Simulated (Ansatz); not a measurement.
# K2MoCl6: the cost of one run

All numbers below are computed with Ansatz 0.2.0 (DFT PBE, plane waves, PAW, scalar-relativistic, no spin polarisation).

**1. The system as given**

The cell holds 9 atoms (Cl6K2Mo): a = 6.121 Å, b = 7.453 Å, c = 5.673 Å, α = 87.87°, β = 95.34°, γ = 96.72°.

Structure file:

```cif
data_structure
_symmetry_space_group_name_H-M 'P 1'
_symmetry_Int_Tables_number 1
_cell_length_a 6.1211
_cell_length_b 7.4531
_cell_length_c 5.6735
_cell_angle_alpha 87.870
_cell_angle_beta 95.335
_cell_angle_gamma 96.715
_cell_volume 255.85
loop_
_atom_site_label
_atom_site_type_symbol
_atom_site_fract_x
_atom_site_fract_y
_atom_site_fract_z
_atom_site_occupancy
Mo1 Mo 0.57048 0.41156 0.09292 1
Cl1 Cl 0.55527 0.62015 0.63961 1
Cl2 Cl 0.94452 0.90321 0.24605 1
Cl3 Cl 0.67796 0.99865 0.53032 1
Cl4 Cl 0.76151 0.34564 0.58019 1
Cl5 Cl 0.47211 0.76950 0.22878 1
Cl6 Cl 0.62750 0.03996 0.97171 1
K1 K 0.24058 0.20161 0.58850 1
K2 K 0.08069 0.69383 0.79839 1
```

**2. The run**

input.yaml

```yaml
crystal:
  lattice:
    - [6.095714, 0.234415, -0.504785]
    - [-1.151512, 7.363131, 0.082317]
    - [-0.065453, 0.139837, 5.671353]
  atoms:
    - { symbol: Mo, position: [0.570484, 0.411561, 0.092922] }
    - { symbol: Cl, position: [0.555267, 0.620154, 0.639614] }
    - { symbol: Cl, position: [0.944525, 0.903213, 0.246053] }
    - { symbol: Cl, position: [0.677958, 0.998652, 0.530317] }
    - { symbol: Cl, position: [0.761507, 0.34564, 0.58019] }
    - { symbol: Cl, position: [0.472107, 0.769499, 0.228775] }
    - { symbol: Cl, position: [0.627495, 0.03996, 0.971714] }
    - { symbol: K, position: [0.240585, 0.201609, 0.588502] }
    - { symbol: K, position: [0.080692, 0.693827, 0.798393] }
kpoints:
  mp_grid: { grid: [1, 1, 1] }
magnetization:
  spin_polarized: false
scf:
  occupations: { method: fermi_dirac, width: 0.1 }
hamiltonian:
  pseudopotentials: { kind: paw }
  xc: pbe
basis:
  ecutwfc: 420
md:
  timestep: 1.0
  n_steps: 30
  ensemble: nve
  temperature: 300.0
  initial_velocities: maxwell_boltzmann
  seed: 537412
```

Run with:

```console
$ ansatz run input.yaml --threads 2 --pin off --max-ram 2560MiB --backend cpu --events-out ev --progress --plain --runs-dir out
```

**Question.** How long does this run take on 2 threads of Arm Neoverse V1, shared host, and how much memory does it need?

About 24 s, with a peak of 0.38 GiB.
